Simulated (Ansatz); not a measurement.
**CH₇FSSi₂: up Jacob's ladder to CCSD(T)**

One table from this session's results is given with a row withheld; the runs are named, their logs left out.

Method: functionals in def2-TZVPP, the program's frozen cores in correlated methods; program: Ansatz 0.2.0, Gaussian basis.

The runs, in order: PBE-D4, r2SCAN-D4, PBE0-D4, B3LYP-D4, ωB97X-V, ωB97M-V, B2PLYP; CCSD(T)/def2-TZVPP; MP2/def2-QZVPP; extrapolation to the limit.

## The relaxed structure

The geometry comes from an earlier relaxation with PBE0-D4 in a triple-zeta def2 set; it is a stationary point, not always the lowest conformer.

SMILES `CS[SiH](F)[SiH3]`, 12 atoms, charge 0, spin multiplicity 1.

Atoms are counted from 1 here; the program's logs count them from 0.

Bond lengths: C1–S2 1.818 Å, C1–H6 1.089 Å, C1–H7 1.089 Å, C1–H8 1.090 Å, S2–Si3 2.109 Å, Si3–F4 1.608 Å, Si3–Si5 2.341 Å, Si3–H9 1.487 Å, Si5–H10 1.487 Å, Si5–H11 1.486 Å, Si5–H12 1.487 Å. Angles: S2–C1–H6 110.8°, S2–C1–H7 110.8°, S2–C1–H8 106.7°, H6–C1–H7 110.2°, H6–C1–H8 109.1°, H7–C1–H8 109.1°, C1–S2–Si3 101.2°, S2–Si3–F4 112.0°, S2–Si3–Si5 107.1°, S2–Si3–H9 108.8°, F4–Si3–Si5 109.9°, F4–Si3–H9 105.0°, Si5–Si3–H9 114.2°, Si3–Si5–H10 110.0°, Si3–Si5–H11 110.1°, Si3–Si5–H12 108.9°, H10–Si5–H11 109.3°, H10–Si5–H12 109.1° and more.

Geometry (Å):

```xyz
12

C    -1.4990    1.3243    1.5984
S     0.0784    0.4451    1.3847
Si   -0.1695   -0.3774   -0.5417
F    -1.2230   -1.5925   -0.5463
Si    1.9308   -1.1410   -1.2388
H    -1.6840    1.9962    0.7610
H    -2.3223    0.6198    1.7040
H    -1.4105    1.9100    2.5128
H    -0.7681    0.6545   -1.4300
H     1.7885   -1.9771   -2.4602
H     2.5633   -1.9477   -0.1628
H     2.7924    0.0305   -1.5475
```

The first run:

Contents of in.yaml:

```yaml
crystal:
  periodic: [false, false, false]
  atoms:
    - {symbol: C, position_ang: [-1.499046, 1.324320, 1.598398]}
    - {symbol: S, position_ang: [0.078385, 0.445120, 1.384732]}
    - {symbol: Si, position_ang: [-0.169528, -0.377350, -0.541660]}
    - {symbol: F, position_ang: [-1.223023, -1.592511, -0.546303]}
    - {symbol: Si, position_ang: [1.930834, -1.141040, -1.238751]}
    - {symbol: H, position_ang: [-1.683976, 1.996178, 0.760970]}
    - {symbol: H, position_ang: [-2.322274, 0.619794, 1.704039]}
    - {symbol: H, position_ang: [-1.410538, 1.910029, 2.512796]}
    - {symbol: H, position_ang: [-0.768108, 0.654493, -1.429969]}
    - {symbol: H, position_ang: [1.788543, -1.977087, -2.460215]}
    - {symbol: H, position_ang: [2.563319, -1.947681, -0.162767]}
    - {symbol: H, position_ang: [2.792411, 0.030536, -1.547469]}
basis:
  gaussian: {orbitals: def2-TZVPP}
hamiltonian: {xc: pbe, dispersion: d4}
output: {forces: true, orbitals: {seedname: orbitals}}
```

Run with:

```bash
$ ansatz run in.yaml --threads 4 --pin off --events-out ev --progress --plain --max-ram 10444MiB
```

Steps of the session up to this table: PBE-D4 (GGA); r2SCAN-D4 (meta-GGA); PBE0-D4 (hybrid); B3LYP-D4 (hybrid); ωB97X-V (range-separated); ωB97M-V (range-separated); B2PLYP (double hybrid); CCSD(T) in def2-TZVPP; MP2 in def2-QZVPP.

One of the session's tables, all rows but one given; the rest of the session is left out.

```
            method  atomisation energy (kJ/mol)
            PBE-D4                       4065.5
         r2SCAN-D4                            ?
           PBE0-D4                       4025.1
          B3LYP-D4                       4036.9
           ωB97X-V                       4077.6
           ωB97M-V                       4057.4
            B2PLYP                       3988.0
     HF/def2-TZVPP                       3035.0
    MP2/def2-TZVPP                       3972.6
   CCSD/def2-TZVPP                       3893.8
CCSD(T)/def2-TZVPP                       3943.6
           MP2/CBS                       4086.3
       CCSD(T)/CBS                       4057.3
```

Q: Estimate the row for r2SCAN-D4 from the others.

**Answer.** atomisation energy (kJ/mol): 4057.2. In the column «atomisation energy (kJ/mol)» it lies between B3LYP-D4 (4036.9) and CCSD(T)/CBS (4057.3).

To keep in mind: Free atoms (1 C, 1 S, 2 Si, 1 F, 7 H) were run apart at each level; the atomisation energy is their sum less the molecule, without zero-point or spin-orbit terms.
